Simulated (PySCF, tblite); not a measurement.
**C₅H₉NOSi: geometry, infrared bands and NMR shifts**

Wanted: the infrared bands and NMR shifts of C₅H₉NOSi (`[H]/N=C(\CO)CC#C[SiH3]`), by calculation.

The runs use tblite 0.8.0 and PySCF 2.14.0, with density-fitted response routines of our own; the level of theory stands in each step. All values are computed, except where a source is named. Atoms are numbered from 0 throughout.

## Step 1: The molecule as given

17 atoms, charge 0, multiplicity 1; geometry from: force field or distance geometry start.

Bonds of the start (Å): N0–C1 1.29, C1–C2 1.51, C2–O3 1.44, C1–C4 1.52, C4–C5 1.47, C5–C6 1.21, C6–Si7 1.87, N0–H8 1.04, C2–H9 1.10, C2–H10 1.09, O3–H11 0.96, C4–H12 1.10, C4–H13 1.09, Si7–H14 1.49, Si7–H15 1.48, Si7–H16 1.48.

## Step 2: Optimising the geometry with GFN2-xTB

What the job is given:

```
{"job": {"kind": "relax", "xc": "GFN2-xTB", "basis": "xTB"}, "charge": 0, "multiplicity": 1}
N     -1.891200     1.834900     0.601000
C     -1.398300     0.644900     0.579800
C     -2.032400    -0.469800    -0.226300
O     -2.929900     0.101900    -1.196400
C     -0.176100     0.305000     1.425500
C      0.976100    -0.012900     0.565500
C      1.931000    -0.269400    -0.125400
Si     3.426100    -0.653500    -1.183100
H     -2.739600     1.830400     0.007800
H     -2.615700    -1.114000     0.447600
H     -1.289800    -1.065000    -0.749200
H     -2.379200     0.562500    -1.835600
H      0.054600     1.156200     2.080500
H     -0.419000    -0.546300     2.056900
H      3.035900    -0.624900    -2.620700
H      4.495100     0.338700    -0.949500
H      3.945400    -2.006600    -0.863100
```

Run with:

```bash
> OMP_NUM_THREADS=1 python probes_run.py task.json out
```

One launch serves the whole session: the jobs run in the order shown.

Standard output:

```text
step      E/eV     max force
  0    -650.55636    2.245
  1    -650.60172    2.022
  2    -650.63471    0.839
  3    -650.64143    0.907
  4    -650.65885    0.304
  5    -650.67637    0.315
  6    -650.68512    0.342
  7    -650.69593    0.208
  8    -650.70320    0.182
  9    -650.70901    0.160
 10    -650.71297    0.155
 11    -650.71619    0.116
 12    -650.71829    0.082
 13    -650.71937    0.064
 14    -650.71997    0.066
 15    -650.72047    0.057
 16    -650.72096    0.063
 17    -650.72141    0.060
 18    -650.72184    0.047
 19    -650.72232    0.068
 20    -650.72287    0.077
 21    -650.72338    0.060
 22    -650.72379    0.046
 23    -650.72413    0.049
 24    -650.72446    0.053
 25    -650.72479    0.054
 26    -650.72509    0.040
 27    -650.72535    0.046
 28    -650.72561    0.047
 29    -650.72586    0.037
 30    -650.72607    0.043
 31    -650.72626    0.043
 32    -650.72641    0.035
 33    -650.72654    0.028
 34    -650.72664    0.024
 35    -650.72673    0.026
 36    -650.72682    0.029
 37    -650.72694    0.032
 38    -650.72707    0.029
 39    -650.72719    0.031
 40    -650.72730    0.029
 41    -650.72740    0.032
 42    -650.72749    0.023
 43    -650.72758    0.031
 44    -650.72769    0.033
 45    -650.72782    0.041
 46    -650.72797    0.047
 47    -650.72813    0.035
 48    -650.72827    0.039
 49    -650.72843    0.032
 50    -650.72860    0.037
 51    -650.72875    0.030
 52    -650.72883    0.018
 53    -650.72888    0.017
 54    -650.72892    0.016
 55    -650.72897    0.019
 56    -650.72903    0.019
 57    -650.72908    0.016
 58    -650.72911    0.014
 59    -650.72914    0.015
 60    -650.72917    0.013
 61    -650.72919    0.015
 62    -650.72921    0.014
 63    -650.72924    0.015
 64    -650.72926    0.011
 65    -650.72927    0.010
```

It took 0.44 s on 1 thread of Arm Neoverse V1, shared host; peak memory 0.18 GiB.

Step by step: (not every step is listed)

```csv
step,energy from step 0 (eV),largest force (eV/Å)
0,0.0000,2.2454
1,-0.0454,2.0216
2,-0.0784,0.8391
3,-0.0851,0.9068
4,-0.1025,0.3036
5,-0.1200,0.3153
6,-0.1288,0.3418
7,-0.1396,0.2080
8,-0.1468,0.1825
13,-0.1630,0.0640
18,-0.1655,0.0474
23,-0.1678,0.0486
28,-0.1692,0.0471
33,-0.1702,0.0282
38,-0.1707,0.0291
43,-0.1712,0.0307
48,-0.1719,0.0388
53,-0.1725,0.0168
58,-0.1727,0.0139
60,-0.1728,0.0132
61,-0.1728,0.0147
62,-0.1728,0.0136
63,-0.1729,0.0145
64,-0.1729,0.0110
65,-0.1729,0.0100
```

Close pairs (by a distance rule), those that changed most:

```csv
bond,before (Å),after (Å),change (Å)
C2–O3,1.440,1.406,-0.034
N0–C1,1.288,1.255,-0.033
C6–Si7,1.871,1.846,-0.026
Si7–H14,1.490,1.466,-0.024
C4–C5,1.472,1.451,-0.021
Si7–H16,1.484,1.465,-0.019
C1–C4,1.525,1.507,-0.018
N0–H8,1.035,1.020,-0.015
```

The end geometry stands in the next job.

## Step 3: Vibrational analysis with GFN2-xTB

What the job is given:

```
{"job": {"kind": "ir", "xc": "GFN2-xTB", "basis": "xTB"}, "charge": 0, "multiplicity": 1}
N     -1.828116     1.827234     0.605351
C     -1.382310     0.654570     0.581157
C     -1.928630    -0.476803    -0.269347
O     -2.859927    -0.040527    -1.228558
C     -0.196815     0.301609     1.441346
C      0.947794    -0.020216     0.609248
C      1.881379    -0.274480    -0.109187
Si     3.330149    -0.654132    -1.187806
H     -2.638449     1.984250     0.005525
H     -2.470479    -1.175203     0.376818
H     -1.092306    -1.017807    -0.735980
H     -2.418111     0.559581    -1.840720
H      0.039864     1.156894     2.077857
H     -0.442259    -0.562010     2.067171
H      2.874687    -0.605125    -2.580647
H      4.366623     0.351028    -0.946039
H      3.809908    -1.996835    -0.850846
```

Standard output:

```text
mode    cm-1     km/mol
  1     -11.8      0.00
  2      40.3      2.62
  3      47.7      1.03
  4     102.2      5.89
  5     143.1      2.88
  6     175.6      1.42
  7     244.1      3.90
  8     306.3      0.83
  9     312.4    100.57
 10     345.4     42.41
 11     385.9      5.97
 12     477.4     15.05
 13     534.3     87.68
 14     538.9     88.81
 15     580.7     17.40
 16     617.3     18.75
 17     784.7    202.85
 18     786.7    181.97
 19     789.7    566.70
 20     819.5      8.89
 21     853.4     17.07
 22     939.7      5.87
 23     959.4     51.54
 24    1040.4     60.34
 25    1092.8     81.24
 26    1100.3      3.75
 27    1119.1     10.89
 28    1144.7      8.82
 29    1258.5     25.70
 30    1265.8     26.95
 31    1306.5    103.15
 32    1338.1     38.27
 33    1413.6      6.01
 34    1435.9      9.54
 35    1748.9    207.11
 36    2237.4    401.51
 37    2248.8    388.24
 38    2262.1    242.88
 39    2320.5    161.57
 40    2875.8     41.55
 41    2941.8     13.92
 42    2954.9     19.71
 43    2983.5      7.93
 44    3303.9     13.95
 45    3533.9      9.20
```

Wall time 0.6 s (1 thread of Arm Neoverse V1, shared host); peak memory 0.18 GiB.

The strongest bands and the atoms that carry them (share of the mass-weighted mode):

```
cm⁻¹  km/mol                         atoms
 785   202.8            H16 48 %, H15 46 %
 787   182.0  H14 59 %, H15 23 %, H16 14 %
 790   566.7  H14 35 %, H16 31 %, H15 23 %
1749   207.1              C1 61 %, N0 36 %
2237   401.5                      H14 85 %
2249   388.2            H16 74 %, H15 17 %
2262   242.9            H15 78 %, H16 13 %
2320   161.6              C5 52 %, C6 46 %
```

## Step 4: Nuclear shieldings: PBE0/pcSseg-1

The job, as its differences from that of step 3:

```diff
@@ -1,2 +1,2 @@
-{"job": {"kind": "ir", "xc": "GFN2-xTB", "basis": "xTB"}, "charge": 0, "multiplicity": 1}
+{"job": {"kind": "nmr", "xc": "PBE0", "basis": "pcSseg-1"}, "charge": 0, "multiplicity": 1}
 N     -1.828116     1.827234     0.605351
```

Level: GIAO PBE0/pcSseg-1 NMR shielding, non-relativistic, gas phase.

Standard output:

```text
coarse grid: 14784 points
cycle   1  E = -614.6089116564  dE =  9.848e-01  |g| = 7.464e-01  |ddm| = 3.936e+00
cycle   2  E = -614.4660538593  dE =  1.429e-01  |g| = 1.135e+00  |ddm| = 1.726e+00
cycle   3  E = -614.7130739989  dE = -2.470e-01  |g| = 2.014e-01  |ddm| = 1.119e+00
cycle   4  E = -614.7215826656  dE = -8.509e-03  |g| = 8.428e-02  |ddm| = 2.271e-01
cycle   5  E = -614.7230666573  dE = -1.484e-03  |g| = 2.864e-02  |ddm| = 7.314e-02
cycle   6  E = -614.7232451115  dE = -1.785e-04  |g| = 8.623e-03  |ddm| = 3.053e-02
cycle   7  E = -614.7232604440  dE = -1.533e-05  |g| = 2.884e-03  |ddm| = 9.367e-03
cycle   8  E = -614.7232622184  dE = -1.774e-06  |g| = 3.006e-04  |ddm| = 3.099e-03
final grid: 138520 points
cycle   9  E = -614.7792183452  dE = -3.331e-05  |g| = 8.353e-03  |ddm| = 3.753e-02
cycle  10  E = -614.7792092848  dE =  9.060e-06  |g| = 1.095e-02  |ddm| = 1.821e-02
cycle  11  E = -614.7792327209  dE = -2.344e-05  |g| = 1.548e-03  |ddm| = 1.034e-02
cycle  12  E = -614.7792331978  dE = -4.769e-07  |g| = 4.839e-04  |ddm| = 1.413e-03
cycle  13  E = -614.7792332451  dE = -4.735e-08  |g| = 2.013e-04  |ddm| = 4.700e-04
cycle  14  E = -614.7792332548  dE = -9.677e-09  |g| = 1.928e-05  |ddm| = 1.772e-04
cycle  15  E = -614.7792332549  dE = -5.923e-11  |g| = 1.152e-05  |ddm| = 2.924e-05
converged SCF energy = -614.7792332549

GIAO shielding tensors (ppm)
atom      isotropic    diamagn.    paramagn.     s11        s22        s33       span
  0 N      -70.802     318.700    -389.502   -399.390    -77.156    264.139    663.528
  1 C        6.494     255.513    -249.019   -112.246     11.540    120.188    232.434
  2 C      119.207     250.041    -130.833     99.049    103.215    155.358     56.309
  3 O      312.636     386.598     -73.963    275.099    294.815    367.994     92.895
  4 C      155.098     248.502     -93.404    137.526    154.446    173.323     35.797
  5 C       71.728     273.761    -202.034    -28.017    -24.371    267.570    295.586
  6 C      104.606     258.579    -153.973     24.640     29.126    260.053    235.412
  7 Si     448.449     882.628    -434.178    440.547    443.634    461.167     20.620
  8 H       20.293      32.113     -11.820     11.524     22.255     27.098     15.574
  9 H       27.670      29.308      -1.638     23.271     28.131     31.607      8.336
 10 H       26.701      32.501      -5.801     21.562     25.844     32.697     11.135
 11 H       31.498      34.107      -2.608     23.271     28.179     43.045     19.773
 12 H       28.153      29.293      -1.140     23.862     27.091     33.507      9.646
 13 H       28.585      29.308      -0.724     25.739     26.981     33.035      7.296
 14 H       27.530      30.129      -2.599     23.886     26.391     32.314      8.429
 15 H       27.481      28.845      -1.364     23.915     25.840     32.688      8.773
 16 H       27.476      28.988      -1.512     23.956     25.865     32.605      8.649
```

Run time: 30 s. Hardware: 1 thread of Arm Neoverse V1, shared host; peak memory 0.84 GiB.

The references, computed at this level on geometries of the same kind, shield at (ppm): ¹H TMS 31.72, ¹³C TMS 186.9, ²⁹Si TMS 349.2, ¹⁵N NH3 267.7, ¹⁷O H2O 336.1. Their shielding less the atom's gives the shift. The references are single molecules in the gas phase, so shifts against H2O, NH3, PH3, H3PO4 or CFCl3 are not on the usual liquid scales and can be off by tens of ppm. Atoms listed in one row are averaged.

| atoms | environment | σ (ppm) | δ (ppm) | δ scaled to CDCl3 |
| --- | --- | --- | --- | --- |
| C1 | C=N carbon | 6.5 | 180.4 | 174.2 |
| C5 | alkyne carbon | 71.7 | 115.2 | 110.5 |
| C6 | alkyne carbon | 104.6 | 82.3 | 78.4 |
| C2 | sp3 CH2 bonded to O | 119.2 | 67.7 | 64.2 |
| C4 | propargylic sp3 CH2 | 155.1 | 31.8 | 29.1 |
| H8 | hydrogen on an imine nitrogen | 20.29 | 11.42 | – |
| H9, H10 | hydrogen on an sp3 CH2 bonded to O | 27.19 | 4.53 | 4.38 |
| H14, H15, H16 | hydrogen on a silicon bonded to C | 27.50 | 4.22 | – |
| H12, H13 | hydrogen on a propargylic sp3 CH2 | 28.37 | 3.35 | 3.26 |
| H11 | hydrogen on an alcohol oxygen | 31.50 | 0.22 | – |
| N0 | imine nitrogen | -70.8 | 338.5 | – |
| O3 | alcohol oxygen | 312.6 | 23.4 | – |
| Si7 | silicon bonded to C, 3 H | 448.4 | -99.3 | – |

The scaled column applies a straight-line fit of computed shieldings to shifts measured in CDCl3 (root-mean-square error 0.16 ppm for H, 1.9 ppm for C).

The run also stored atomic charges by several schemes (e):

```csv
atoms,Mulliken,IAO,Hirshfeld,ESP fit
N0,-0.30,-0.44,-0.24,-0.73
C1,-0.15,0.18,0.09,0.44
C2,0.16,-0.09,0.00,0.26
O3,-0.45,-0.54,-0.22,-0.66
C4,-0.07,-0.30,-0.05,-0.41
C5,0.05,-0.01,-0.03,0.08
C6,-0.50,-0.37,-0.18,-0.34
Si7,0.51,0.64,0.34,0.45
```

Mayer bond orders: N0–C1 2.14, C1–C2 0.92, C2–O3 0.95, C1–C4 0.98, C4–C5 1.05, C5–C6 2.51, C6–Si7 1.03.

## Step 5: What came out

| quantity | value |
| --- | --- |
| strongest single infrared mode (GFN2-xTB) | 790 cm⁻¹, 567 km/mol |
| zero-point energy (GFN2-xTB) | 76.8 kcal/mol |
| ¹³C shifts against TMS (PBE0/pcSseg-1) | 180.4, 115.2, 82.3, 67.7, 31.8 ppm |
| ¹H shifts against TMS (PBE0/pcSseg-1, means over atoms taken as alike) | 11.42, 4.53, 4.22, 3.35, 0.22 ppm |
| ¹⁵N shifts against NH3 (PBE0/pcSseg-1) | 338.5 ppm |
| ¹⁷O shifts against H2O (PBE0/pcSseg-1) | 23.4 ppm |
| ²⁹Si shifts against TMS (PBE0/pcSseg-1) | -99.3 ppm |

**Reading.** Over 65 steps the energy fell by 0.173 eV; of the close pairs, C2–O3 changed most, 1.440 to 1.406 Å. The lowest mode is slightly imaginary (12i cm⁻¹), a soft motion within the noise of the Hessian, so the minimum is not strictly shown. GFN2-xTB is a fitted tight-binding method: band positions and strengths are rough. Its intensities can rank the bands wrongly. At PBE0/pcSseg-1: Shielding is most anisotropic at N0 (span 664 ppm, paramagnetic term -390 ppm).
